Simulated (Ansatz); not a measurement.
**GaH2O2 radical: one species, many methods**

One table from this session's results is given with a row withheld; the runs are named, their logs left out.

Program: Ansatz 0.2.0, Gaussian basis. Level of theory: functionals in def2-TZVPP, the program's frozen cores in correlated methods. These are calculated values, not measurements.

The runs, in order: LDA (SPW92), PBE-D4, revPBE-D4, BLYP-D4, r2SCAN-D4, B97M-V, PBE0-D4, B3LYP-D4, r2SCANh-D4, r2SCAN0-D4, HSE06-D4, BHLYP-D4, CAM-B3LYP-D4, LC-ωPBE, ωB97X-V, ωB97M-V, B2PLYP, PBE-QIDH; CCSD(T)/def2-SVP; CCSD(T)/def2-TZVPP; MP2/def2-QZVPP; extrapolation to the limit; RPA on PBE.

## The geometry

All runs share one geometry, relaxed beforehand with PBE0-D4 in a triple-zeta def2 set.

5 atoms, charge 0, spin multiplicity 2.

Atoms are counted from 1 here; the program's logs count them from 0.

Bond lengths: O1–Ga2 1.804 Å, O1–H4 0.960 Å, Ga2–O3 1.795 Å, O3–H5 0.963 Å. Angles: Ga2–O1–H4 114.9°, O1–Ga2–O3 114.9°, Ga2–O3–H5 111.1°.

Set-up of the first run:

Input file in.yaml:

```yaml
crystal:
  periodic: [false, false, false]
  atoms:
    - {symbol: O, position_ang: [-0.370588, 0.021627, -1.274366]}
    - {symbol: Ga, position_ang: [-0.311704, -0.753846, 0.353630]}
    - {symbol: O, position_ang: [0.618216, 0.154908, 1.591083]}
    - {symbol: H, position_ang: [-0.867432, -0.464636, -1.936469]}
    - {symbol: H, position_ang: [0.981509, 0.968245, 1.224721]}
basis:
  gaussian: {orbitals: def2-TZVPP}
magnetization: {spin_polarized: true, initial_magnetization: 1}
hamiltonian: {xc: lda}
output: {orbitals: {seedname: orbitals}}
```

Steps of the session up to this table: LDA; PBE-D4 (GGA); revPBE-D4 (GGA); BLYP-D4 (GGA); r2SCAN-D4 (meta-GGA); B97M-V (meta-GGA); PBE0-D4 (hybrid); B3LYP-D4 (hybrid); r2SCANh-D4 (hybrid); r2SCAN0-D4 (hybrid); HSE06-D4 (hybrid); BHLYP-D4 (hybrid); CAM-B3LYP-D4 (range-separated); LC-ωPBE-D4 (range-separated; the results give it without D4); ωB97X-V (range-separated); ωB97M-V (range-separated); B2PLYP (double hybrid); PBE-QIDH (double hybrid).

One of the session's tables, all rows but one given; the rest of the session is left out.

It belongs to the step «Frontier levels by functional». 

| functional | HOMO (eV) | LUMO (eV) | gap (eV) |
| --- | --- | --- | --- |
| LDA (SPW92) | -5.54 | -4.58 | 0.96 |
| PBE-D4 | -5.42 | -4.20 | 1.22 |
| revPBE-D4 | -5.37 | -4.04 | 1.33 |
| BLYP-D4 | -5.27 | -4.30 | 0.97 |
| r2SCAN-D4 | -5.81 | -3.81 | 2.00 |
| B97M-V | -5.54 | -4.41 | 1.13 |
| PBE0-D4 | -6.59 | -3.24 | 3.35 |
| B3LYP-D4 | ? | ? | ? |
| r2SCANh-D4 | -6.24 | -3.49 | 2.75 |
| r2SCAN0-D4 | -6.88 | -3.03 | 3.86 |
| HSE06-D4 | -6.19 | -3.62 | 2.57 |
| BHLYP-D4 | -7.60 | -2.54 | 5.06 |
| CAM-B3LYP-D4 | -7.88 | -2.46 | 5.43 |
| LC-ωPBE | -9.23 | -0.89 | 8.35 |
| ωB97X-V | -8.74 | -1.31 | 7.43 |
| ωB97M-V | -8.67 | -1.52 | 7.16 |

Q: Estimate the row for B3LYP-D4 from the others.

Worked estimate for «HOMO (eV)». Against the share of exact exchange, BLYP-D4 (0, -5.27), BHLYP-D4 (0.5, -7.60) give a slope of -4.66 per unit share; at 0.2 the line stands at -6.20.

**Answer.** HOMO (eV): -6.36; LUMO (eV): -3.73; gap (eV): 2.63. In «HOMO (eV)» the line misses by +0.16.
